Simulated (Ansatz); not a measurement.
# C₂H₂FNSe: how energies converge with the basis set

One table from this session's results is given with a row withheld; the runs are named, their logs left out.

The runs use Ansatz 0.2.0, Gaussian basis; one geometry, several basis sets.

The runs, in order: PBE0-D4/def2-SVP; ωB97M-V/def2-SVP; PBE0-D4/def2-QZVPP; ωB97M-V/def2-QZVPP; the functionals' def2-TZVPP values are taken from earlier runs.

### The geometry

An earlier PBE0-D4 in a triple-zeta def2 set relaxation fixed the geometry.

SMILES `FC1=NC[Se]1`, 7 atoms, charge 0, spin multiplicity 1.

Atoms are counted from 1 here; the program's logs count them from 0.

Bond lengths: F1–C2 1.305 Å, C2–N3 1.263 Å, C2–Se5 1.890 Å, N3–C4 1.453 Å, C4–Se5 2.001 Å, C4–H6 1.088 Å, C4–H7 1.088 Å. Angles: F1–C2–N3 126.1°, F1–C2–Se5 127.7°, N3–C2–Se5 106.3°, C2–N3–C4 96.9°, N3–C4–Se5 93.8°, N3–C4–H6 113.2°, N3–C4–H7 113.2°, Se5–C4–H6 111.5°, Se5–C4–H7 111.5°, H6–C4–H7 112.3°, C2–Se5–C4 63.0°.

As a file:

```xyz
7

F    -0.2649   -2.3956    0.3074
C    -0.1076   -1.1201    0.0792
N    -0.1807   -0.1963    0.9375
C     0.0853    0.9068    0.0294
Se    0.2702   -0.2801   -1.5715
H     1.0152    1.4283    0.2480
H    -0.7563    1.5889   -0.0758
```

Set-up of the first run:

Input file in.yaml:

```yaml
crystal:
  periodic: [false, false, false]
  atoms:
    - {symbol: F, position_ang: [-0.264916, -2.395626, 0.307399]}
    - {symbol: C, position_ang: [-0.107578, -1.120072, 0.079206]}
    - {symbol: N, position_ang: [-0.180670, -0.196307, 0.937541]}
    - {symbol: C, position_ang: [0.085286, 0.906834, 0.029429]}
    - {symbol: Se, position_ang: [0.270211, -0.280070, -1.571460]}
    - {symbol: H, position_ang: [1.015224, 1.428327, 0.247956]}
    - {symbol: H, position_ang: [-0.756257, 1.588915, -0.075771]}
basis:
  gaussian: {orbitals: def2-SVP}
hamiltonian: {xc: pbe0, dispersion: d4}
output: {orbitals: {seedname: orbitals}}
```

Run with:

```console
> ansatz run in.yaml --threads 4 --pin off --events-out ev --progress --plain --max-ram 10444MiB
```

Steps of the session up to this table: PBE0-D4 in def2-SVP; ωB97M-V in def2-SVP; PBE0-D4 in def2-QZVPP; ωB97M-V in def2-QZVPP.

One table of the session follows, with a row left open; its other results are not shown here.

It belongs to the step «Functionals by basis». 

| functional | basis | HOMO (eV) |
| --- | --- | --- |
| PBE0-D4 | def2-SVP | ? |
| PBE0-D4 | def2-TZVPP | -7.26 |
| PBE0-D4 | def2-QZVPP | -7.29 |
| ωB97M-V | def2-SVP | -9.31 |
| ωB97M-V | def2-TZVPP | -9.41 |
| ωB97M-V | def2-QZVPP | -9.44 |

Q: Estimate the row for PBE0-D4, def2-SVP from the others.

As computed: HOMO (eV): -7.18. In the column «HOMO (eV)» it is the highest.
